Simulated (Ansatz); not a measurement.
**GaC (quartet): B2PLYP, PBE-QIDH, RPA-PBE over a scan of the distance C1–Ga2, aug-cc-pVDZ**

Aim: run GaC (quartet) with these functionals over a scan of the distance C1–Ga2, and hold them against the top wave-function level at the same points.

Program: Ansatz 0.2.0, Gaussian basis. Level of theory: aug-cc-pVDZ, all electrons in the functionals, frozen cores in the correlation of double hybrids and RPA. These are calculated values, not measurements.

The runs, in order: B2PLYP, PBE-QIDH, RPA-PBE, at 1.834 Å; 2.002 Å; 2.248 Å; 2.751 Å; 3.660 Å; 5.405 Å.

## (1) The geometry

The geometry derives from a PBE0/def2-TZVP stationary point (not a proven minimum). One bond is set to the value named and the two fragments are kept rigid. No spin-orbit coupling is included. The filled d shell of Ga may be among the frozen orbitals whatever the setting's name suggests; the logs give the count.

2 atoms, charge 0, spin multiplicity 4.

Atoms are counted from 1 here; the program's logs count them from 0.

Bond lengths: C1–Ga2 2.002 Å.

No dispersion term is added.

The geometry shown and the zero of energy belong to the point 2.002 Å. The yardstick, FCI, and other wave-function levels (R restricted, U unrestricted, valence and pair active spaces) come from earlier runs.

## (2) B2PLYP, 1.834 Å

Input file in.yaml:

```yaml
crystal:
  periodic: [false, false, false]
  atoms:
    - {symbol: C, position_ang: [0.000000, 0.000000, 0.000000]}
    - {symbol: Ga, position_ang: [0.000000, 0.000000, 1.834000]}
basis:
  gaussian: {orbitals: aug-cc-pVDZ}
magnetization: {spin_polarized: true, initial_magnetization: 3}
hamiltonian: {xc: {name: B2PLYP}}
correlation: {electrons: outside_noble_gas}
```

Run with:

```
$ ansatz run in.yaml --threads 1 --pin off --events-out ev --progress --plain --max-ram 3956MiB --backend cpu
```

After this run come: B2PLYP, 2.002 Å; B2PLYP, 2.248 Å; B2PLYP, 2.751 Å; B2PLYP, 3.660 Å; B2PLYP, 5.405 Å; PBE-QIDH, 1.834 Å; PBE-QIDH, 2.002 Å; PBE-QIDH, 2.248 Å; PBE-QIDH, 2.751 Å; PBE-QIDH, 3.660 Å; PBE-QIDH, 5.405 Å; RPA-PBE, 1.834 Å; RPA-PBE, 2.002 Å; RPA-PBE, 2.248 Å; RPA-PBE, 2.751 Å; RPA-PBE, 3.660 Å; RPA-PBE, 5.405 Å.

Before running them: what should the planned runs give, taken together? Wanted: span of the FCI curve; largest miss, B2PLYP; largest miss, PBE-QIDH; largest miss, RPA-PBE.

**Answer**, as computed:

| quantity | value |
| --- | --- |
| span of the FCI curve | 2.829 eV |
| largest miss, B2PLYP | +0.077 eV (2.751 Å) |
| largest miss, PBE-QIDH | +0.254 eV (3.660 Å) |
| largest miss, RPA-PBE | -0.634 eV (5.405 Å) |

What this shows: Of the functionals, B2PLYP keep the smallest largest miss at the points compared (at most 0.077 eV) and RPA-PBE strays most (0.634 eV, at 5.405 Å). Functionals and the yardstick converge differently with the basis, so part of each miss in aug-cc-pVDZ is the basis.
